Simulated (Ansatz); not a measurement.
The system is LuAs.

```xyz
2
Lattice="0.0000 2.8382 2.8382 2.8382 0.0000 2.8382 2.8382 2.8382 0.0000" Properties=species:S:1:pos:R:3 pbc="T T T"
Lu    2.8382    2.8382    2.8382
As    0.0000    0.0000    0.0000
```

The cell is a database's computed one.

* Program: Ansatz 0.2.0
* Task: relaxation of cell and atoms
* Functional: revPBE
* Potentials or basis: all-electron LAPW, scalar-relativistic
* Basis error allowed: 0.001 eV/atom
* k mesh: 8 × 8 × 8
* Occupations: fermi-dirac, width 0.05 eV
* Spin: no spin polarisation

At the start: volume 22.86 Å³/atom.

Problem. Where does the relaxation end?

Solution. Over 3 steps the energy falls by 6.2 meV/atom and the volume is 23.64 Å³/atom (+3.4 %); space group Fm-3m (No. 225, to 0.05 Å).

The path:
| step | energy change (eV) | largest force (eV/Å) | volume (Å³) |
| --- | --- | --- | --- |
| 1 | 0.0000 | 0.0000 | 45.73 |
| 2 | -0.0123 | 0.0000 | 47.29 |
| 3 | -0.0123 | 0.0000 | 47.29 |

Final structure:
```yaml
crystal:
  lattice:
    - [0.00000, 2.87019, 2.87019]
    - [2.87019, 0.00000, 2.87019]
    - [2.87019, 2.87019, 0.00000]
  atoms:
    - { symbol: Lu, position: [0.50000, 0.50000, 0.50000] }
    - { symbol: As, position: [0.00000, 0.00000, 0.00000] }
```
